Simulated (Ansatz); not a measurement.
**ClH₄O₃Si₂ radical: a ladder of functionals and wavefunction methods**

An exercise on one series of results from a longer session: the logs are not shown, and one member is left open.

Program: Ansatz 0.2.0, Gaussian basis. Level of theory: functionals in def2-TZVPP, the program's frozen cores in correlated methods. These are calculated values, not measurements.

Plan: PBE-D4, r2SCAN-D4, PBE0-D4, B3LYP-D4, ωB97X-V, ωB97M-V, B2PLYP; CCSD(T)/def2-TZVPP; MP2/def2-QZVPP; extrapolation to the limit.

## Structure used throughout

The geometry comes from an earlier relaxation with PBE0-D4 in a triple-zeta def2 set; it is a stationary point, not always the lowest conformer.

SMILES `O[SiH]O[SiH](O)Cl`, 10 atoms, charge 0, spin multiplicity 2.

Atoms are counted from 1 here; the program's logs count them from 0.

Bond lengths: O1–Si2 1.641 Å, O1–H7 0.960 Å, Si2–O3 1.652 Å, Si2–H8 1.489 Å, O3–Si4 1.618 Å, Si4–O5 1.621 Å, Si4–Cl6 2.069 Å, Si4–H9 1.467 Å, O5–H10 0.959 Å. Angles: Si2–O1–H7 117.4°, O1–Si2–O3 111.5°, O1–Si2–H8 105.6°, O3–Si2–H8 107.1°, Si2–O3–Si4 143.1°, O3–Si4–O5 112.7°, O3–Si4–Cl6 107.1°, O3–Si4–H9 111.5°, O5–Si4–Cl6 109.9°, O5–Si4–H9 106.9°, Cl6–Si4–H9 108.8°, Si4–O5–H10 119.7°.

The first run:

File in.yaml:

```yaml
crystal:
  periodic: [false, false, false]
  atoms:
    - {symbol: O, position_ang: [0.179865, -2.423737, -0.638538]}
    - {symbol: Si, position_ang: [1.228476, -1.167522, -0.757349]}
    - {symbol: O, position_ang: [0.771773, 0.096441, 0.202494]}
    - {symbol: Si, position_ang: [-0.508956, 0.965915, 0.672757]}
    - {symbol: O, position_ang: [-0.336253, 2.547947, 0.366102]}
    - {symbol: Cl, position_ang: [-2.150941, 0.227069, -0.345972]}
    - {symbol: H, position_ang: [-0.741178, -2.252235, -0.850139]}
    - {symbol: H, position_ang: [2.523331, -1.675969, -0.225987]}
    - {symbol: H, position_ang: [-0.748304, 0.835519, 2.113747]}
    - {symbol: H, position_ang: [-0.217813, 2.846572, -0.537105]}
basis:
  gaussian: {orbitals: def2-TZVPP}
magnetization: {spin_polarized: true, initial_magnetization: 1}
hamiltonian: {xc: pbe, dispersion: d4}
output: {forces: true, orbitals: {seedname: orbitals}}
```

Started as:

```
$ ansatz run in.yaml --threads 2 --pin off --events-out ev --progress --plain --max-ram 22528MiB --backend cuda --devices 0, --max-vram 18GiB
```

Among the steps run: PBE-D4 (GGA); r2SCAN-D4 (meta-GGA); PBE0-D4 (hybrid); B3LYP-D4 (hybrid); ωB97X-V (range-separated); ωB97M-V (range-separated); B2PLYP (double hybrid); CCSD(T) in def2-TZVPP; MP2 in def2-QZVPP.

One of the session's tables, all rows but one given; the rest of the session is left out.

```
            method  atomisation energy (eV)
            PBE-D4                   39.691
         r2SCAN-D4                   39.559
           PBE0-D4                   38.824
          B3LYP-D4                   39.037
           ωB97X-V                   39.446
           ωB97M-V                   39.431
            B2PLYP                        ?
     HF/def2-TZVPP                   28.163
    MP2/def2-TZVPP                   39.504
   CCSD/def2-TZVPP                   37.515
CCSD(T)/def2-TZVPP                   38.166
           MP2/CBS                   40.888
       CCSD(T)/CBS                   39.550
```

Estimate the missing values for B2PLYP.

As computed: atomisation energy (eV): 38.770. In the column «atomisation energy (eV)» it lies between CCSD(T)/def2-TZVPP (38.166) and PBE0-D4 (38.824).
